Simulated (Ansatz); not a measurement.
# FGeH4O: the cost of one run

Method: UKS PBE/def2-mTZVP, in Ansatz 0.2.0.

## 1. Starting point

Bond lengths: Ge1–H2 1.800 Å, Ge1–H3 1.550 Å, Ge1–H4 1.549 Å, Ge1–F5 1.679 Å, O6–H7 1.010 Å. Angles: H2–Ge1–H3 109.5°, H2–Ge1–H4 109.5°, H2–Ge1–F5 109.5°, H3–Ge1–H4 109.5°, H3–Ge1–F5 109.5°, H4–Ge1–F5 109.5°.

As a file:

```xyz
7

Ge    0.0000    0.0000    0.0000
H     0.0000    0.0000    1.8000
H     1.4616    0.0000   -0.5162
H    -0.7300    1.2648   -0.5162
F    -0.7913   -1.3709   -0.5594
O     0.0000    0.0000    3.1100
H    -0.5144   -0.8011    3.4471
```

## 2. A restrained relaxation towards end A

Springs on the bonds that form and break draw the guess towards this end; the thresholds are loose.

Input file input.yaml:

```yaml
crystal:
  periodic: [false, false, false]
  atoms:
    - { symbol: Ge, position_ang: [0.0, 0.0, 0.0] }
    - { symbol: H, position_ang: [0.0, 0.0, 1.8] }
    - { symbol: H, position_ang: [1.4616, 0.0, -0.5162] }
    - { symbol: H, position_ang: [-0.73, 1.2648, -0.5162] }
    - { symbol: F, position_ang: [-0.7913, -1.3709, -0.5594] }
    - { symbol: O, position_ang: [0.0, 0.0, 3.11] }
    - { symbol: H, position_ang: [-0.5144, -0.8011, 3.4471] }
magnetization:
  spin_polarized: true
  initial_magnetization: 1
basis:
  gaussian: { orbitals: def2-mTZVP }
hamiltonian:
  xc: pbe
relax:
  f_tol: 0.15
  max_steps: 25
  restrain:
    - { distance: [1, 5], at: 2.21, k: 30.0 }
    - { distance: [0, 1], at: 1.55, k: 30.0 }
```

Command:

```sh
> ansatz run input.yaml --threads 2 --pin off --max-ram 3072MiB --backend cpu --events-out ev --progress --plain --runs-dir out
```

**Question.** How long does this run take on 2 threads of Arm Neoverse V2, shared host, and how much memory does it need?

About 29 s, with a peak of 0.17 GiB.
